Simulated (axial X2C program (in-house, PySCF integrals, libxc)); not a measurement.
# MnCa: properties at the nuclei

Wanted for MnCa: properties at the nuclei, at the two-component level.

Program: an in-house X2C program for linear molecules on PySCF integrals. Level of theory: two-component X2C with atomic mean-field terms, Mn dyall-cv3z, Ca dyall-cv3z. These are calculated values, not measurements.

### 1 The job

task.json reads:

```json
{"zs": [25, 20], "q": 0, "bas": ["dyall-cv3z", "dyall-cv3z"], "r0": 2.9, "levels": ["PBE0", "HF", "PBE50", "TPSSh", "r2SCAN"], "nst": 3}
```

Keys: zs atomic numbers; q charge; bas basis sets; r0 starting distance in Å; levels methods (HF also brings MP2); nst determinants followed.

Started as:

```console
> python soeom.py task.json out
```

After this run come: Expectation values, lowest determinant; Expectation values, a higher determinant; Expectation values, a higher determinant.

**Question.** What will these runs give? Wanted: lowest determinant; Eeff magnitude; Ws magnitude Mn; A∥/gI Mn; qzz Mn; higher determinant (for each run or level that gives them).

**Answer**, as computed:

```
                                        quantity                                                       value
                              lowest determinant                     Ω = 5/2 (excess of +ω over −ω: ω = 5/2)
                    Eeff magnitude (GV/cm), PBE0                                                       0.168
                     Ws magnitude Mn (kHz), PBE0                                                      0.0221
                            A∥/gI Mn (MHz), PBE0                                                         158
                             qzz Mn (a.u.), PBE0                                                       -0.27
                              higher determinant        Ω = 7/2 (excess of +ω over −ω: 2 × ω = 1/2, ω = 5/2)
Eeff magnitude (GV/cm), PBE0, higher determinant                                                       0.336
 Ws magnitude Mn (kHz), PBE0, higher determinant                                                      0.0614
        A∥/gI Mn (MHz), PBE0, higher determinant                                                         270
         qzz Mn (a.u.), PBE0, higher determinant                                                       -1.27
                              higher determinant  Ω = 3/2 (excess of +ω over −ω: ω = 1/2, ω = -3/2, ω = 5/2)
Eeff magnitude (GV/cm), PBE0, higher determinant                                                       0.124
 Ws magnitude Mn (kHz), PBE0, higher determinant                                                       0.113
        A∥/gI Mn (MHz), PBE0, higher determinant                                                         577
         qzz Mn (a.u.), PBE0, higher determinant                                                       -0.42
```

**Reading.** In the first state, the effective field runs from 0.168 to 1.2 GV/cm over the mean-field levels, so the levels don't agree on it. The expectation values come from single determinants, which for open shells can mix terms of unlike spin or miss the lowest Ω, so a determinant need not be a state. Eeff is the effective electric field on the electron dipole moment in this Ω state and Ws the scalar–pseudoscalar constant (defined with the proton number Z and per Ω); A∥ is the parallel hyperfine constant, which follows by multiplying with the nuclear g factor gI = μI/(I μN); qzz is the electric field gradient, eQq0 = 234.96 MHz × Q/barn × qzz; μ is positive if Ca is the positive end. The operators were transformed with the bare-nucleus X2C matrices.
